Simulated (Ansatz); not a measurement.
**Si5GeH12: taking an electron away**

How much energy removes an electron from Si5GeH12 at fixed geometry? The cation is run at each level and the neutral's energy taken from earlier runs.

The runs use Ansatz 0.2.0, Gaussian basis; unrestricted cation, the program's frozen cores in correlated methods.

Levels to be run: UKS PBE-D4/def2-TZVPP; UKS r2SCAN-D4/def2-TZVPP; UKS PBE0-D4/def2-TZVPP; UKS B3LYP-D4/def2-TZVPP; UKS wB97X-V/def2-TZVPP; UKS wB97M-V/def2-TZVPP; UKS B2PLYP/def2-TZVPP; UHF-CCSD(T)/def2-TZVPP; UHF-MP2/def2-QZVPP; extrapolation to the limit; then −ε(HOMO) from the neutral's earlier runs with LDA (SPW92), PBE-D4, revPBE-D4, BLYP-D4, r2SCAN-D4, B97M-V, PBE0-D4, B3LYP-D4, r2SCANh-D4, r2SCAN0-D4, HSE06-D4, BHLYP-D4, CAM-B3LYP-D4, LC-ωPBE, ωB97X-V, ωB97M-V.

### 1 Structure used throughout

An earlier PBE0-D4 in a triple-zeta def2 set relaxation fixed the geometry.

SMILES `[SiH2]1[SiH2][SiH2][GeH2][SiH2][SiH2]1`, 18 atoms, charge 0, spin multiplicity 1.

Atoms are counted from 1 here; the program's logs count them from 0.

Bond lengths: Si1–Si2 2.346 Å, Si1–Si6 2.339 Å, Si1–H7 1.490 Å, Si1–H8 1.491 Å, Si2–Si3 2.343 Å, Si2–H9 1.490 Å, Si2–H10 1.490 Å, Si3–Ge4 2.381 Å, Si3–H11 1.489 Å, Si3–H12 1.490 Å, Ge4–Si5 2.389 Å, Ge4–H13 1.541 Å, Ge4–H14 1.540 Å, Si5–Si6 2.343 Å, Si5–H15 1.489 Å, Si5–H16 1.489 Å, Si6–H17 1.491 Å, Si6–H18 1.490 Å. Angles: Si2–Si1–Si6 108.4°, Si2–Si1–H7 110.7°, Si2–Si1–H8 108.8°, Si6–Si1–H7 112.4°, Si6–Si1–H8 108.2°, H7–Si1–H8 108.2°, Si1–Si2–Si3 110.0°, Si1–Si2–H9 109.4°, Si1–Si2–H10 109.8°, Si3–Si2–H9 109.9°, Si3–Si2–H10 109.5°, H9–Si2–H10 108.3°, Si2–Si3–Ge4 108.4°, Si2–Si3–H11 111.1°, Si2–Si3–H12 108.9°, Ge4–Si3–H11 112.1°, Ge4–Si3–H12 108.1°, H11–Si3–H12 108.2° and more.

Coordinates:

```mol
GeH12Si5
  3D, bonds by distance, orders not assigned

 18 18  0  0  0  0  0  0  0  0999 V2000
    0.1439    2.1332   -0.1609 Si  0  0
    2.1168    0.9244    0.2239 Si  0  0
    1.6360   -1.3630    0.3878 Si  0  0
   -0.1443   -1.8652   -1.1110 Ge  0  0
   -2.1439   -0.8720   -0.2602 Si  0  0
   -1.6103    1.0600    0.9524 Si  0  0
    0.3039    3.5513    0.2663 H   0  0
   -0.1520    2.1182   -1.6222 H   0  0
    2.7502    1.4007    1.4859 H   0  0
    3.0747    1.1525   -0.8945 H   0  0
    2.8467   -2.1858    0.1141 H   0  0
    1.1724   -1.6612    1.7723 H   0  0
    0.1762   -1.2495   -2.4873 H   0  0
   -0.3277   -3.3819   -1.3043 H   0  0
   -2.8504   -1.8527    0.6102 H   0  0
   -3.0453   -0.5136   -1.3905 H   0  0
   -1.1428    0.6668    2.3123 H   0  0
   -2.8040    1.9379    1.1058 H   0  0
  1  2  8  0
  2  3  8  0
  3  4  8  0
  4  5  8  0
  5  6  8  0
  1  7  8  0
  1  8  8  0
  2  9  8  0
  2 10  8  0
  3 11  8  0
  3 12  8  0
  4 13  8  0
  4 14  8  0
  5 15  8  0
  5 16  8  0
  6 17  8  0
  6 18  8  0
  1  6  8  0
M  END
```

### 2 Cation, UKS PBE-D4/def2-TZVPP

File in.yaml:

```yaml
crystal:
  periodic: [false, false, false]
  atoms:
    - {symbol: Si, position_ang: [0.143941, 2.133231, -0.160946]}
    - {symbol: Si, position_ang: [2.116806, 0.924435, 0.223855]}
    - {symbol: Si, position_ang: [1.636011, -1.362982, 0.387796]}
    - {symbol: Ge, position_ang: [-0.144311, -1.865181, -1.110952]}
    - {symbol: Si, position_ang: [-2.143894, -0.872017, -0.260186]}
    - {symbol: Si, position_ang: [-1.610282, 1.059951, 0.952426]}
    - {symbol: H, position_ang: [0.303859, 3.551283, 0.266310]}
    - {symbol: H, position_ang: [-0.151958, 2.118200, -1.622207]}
    - {symbol: H, position_ang: [2.750216, 1.400739, 1.485851]}
    - {symbol: H, position_ang: [3.074688, 1.152545, -0.894513]}
    - {symbol: H, position_ang: [2.846654, -2.185767, 0.114066]}
    - {symbol: H, position_ang: [1.172354, -1.661245, 1.772336]}
    - {symbol: H, position_ang: [0.176170, -1.249540, -2.487342]}
    - {symbol: H, position_ang: [-0.327689, -3.381910, -1.304335]}
    - {symbol: H, position_ang: [-2.850355, -1.852749, 0.610242]}
    - {symbol: H, position_ang: [-3.045322, -0.513633, -1.390456]}
    - {symbol: H, position_ang: [-1.142841, 0.666761, 2.312304]}
    - {symbol: H, position_ang: [-2.804037, 1.937868, 1.105770]}
basis:
  gaussian: {orbitals: def2-TZVPP}
total_charge: 1
magnetization: {spin_polarized: true, initial_magnetization: 1}
hamiltonian: {xc: pbe, dispersion: d4}
```

Further steps of the session: Cation, UKS r2SCAN-D4/def2-TZVPP; Cation, UKS PBE0-D4/def2-TZVPP; Cation, UKS B3LYP-D4/def2-TZVPP; Cation, UKS wB97X-V/def2-TZVPP; Cation, UKS wB97M-V/def2-TZVPP; Cation, UKS B2PLYP (frozen core)/def2-TZVPP; Cation, UHF-CCSD(T)/def2-TZVPP; Cation, UHF-MP2/def2-QZVPP.

**Question.** What will the summary of the whole plan be? Wanted: ionisation energy, CCSD(T)/CBS; nearest functional by difference; nearest −ε(HOMO); −ε(HOMO) of PBE; T1 of the cation.

The runs gave:

| quantity | value |
| --- | --- |
| ionisation energy, CCSD(T)/CBS | 9.50 eV |
| nearest functional by difference | ωB97X-V (-0.04 eV) |
| nearest −ε(HOMO) | ωB97M-V (+0.07 eV) |
| −ε(HOMO) of PBE | 6.62 eV |
| T1 of the cation | 0.025 |

What this shows: By cation minus neutral, the functionals miss by 0.71 eV at most. −ε(HOMO) of PBE misses by 2.9 eV, since self-interaction lifts the level. Among orbital estimates ωB97M-V comes nearest. Hartree-Fock falls 0.75 eV short, as the neutral has more correlation energy than the cation. Correlated methods include outer-core shells of Ge, which these sets cover unevenly. With outer-core shells in play the reference is unsure by up to some tenths of an eV, so close misses can't be ranked.
